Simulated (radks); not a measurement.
# Valence configurations of La

The task here is to estimate one member of a computed series from the others.

Method: Dirac Kohn-Sham, PBE, spin-unpolarised, spherical densities, finite nucleus; open shells fill j = l - 1/2 first. Code: radks (a radial shooting solver on a logarithmic mesh, Libxc functionals) version 1.

1 further run of the same task is left out (it didn't finish).

## The system

* element: lanthanum (Z = 57)
* charge: 0
* electrons: 57
* configuration: [Xe] 5d1 6s2
* nuclear rms radius: 4.855 fm
* others tried: 4f2 5d1; 4f2 5d0.5 6s0.5; 5d2 6s1; 5d2.5 6s0.5; 5d1.5 6s1.5; 5d3; 5d1 6s1.5 6p0.5; 6s2 6p1

The first run:

Settings of this run:

```text
Z 57
configuration [Xe] 5d1 6s2
relativity Dirac
functional pbe,pbe
spin unpolarised
j_filling energy
nucleus finite rms 4.855 fm
c 137.035999084
```

Among the steps run: [Xe] 5d1 6s2.

One of the session's tables, all rows but one given; the rest of the session is left out.

It belongs to the step «[Xe] 5d1 6s2». From the orbitals of this run (lengths in bohr):

| level | <r> | outermost maximum (interpolated) | 90 % within | nodes |
| --- | --- | --- | --- | --- |
| 4d3/2 | 0.7621 | 0.667 | 1.15 | 1 |
| 4d5/2 | 0.7717 | 0.675 | 1.16 | 1 |
| 5s1/2 | 1.558 | 1.41 | 2.24 | 4 |
| 5p1/2 | ? | ? | ? | ? |
| 5p3/2 | 1.831 | 1.61 | 2.67 | 3 |
| 6s1/2 | 4.430 | 3.83 | 6.49 | 5 |
| 5d3/2 | 2.969 | 2.19 | 4.74 | 2 |
| 5d5/2 | 3.038 | 2.23 | 4.86 | 2 |

Q: Estimate the row for 5p1/2 from the others.

The run gave: <r>: 1.750; outermost maximum (interpolated): 1.54; 90 % within: 2.55; nodes: 3. In the column «<r>» it lies between 5s1/2 (1.558) and 5p3/2 (1.831).
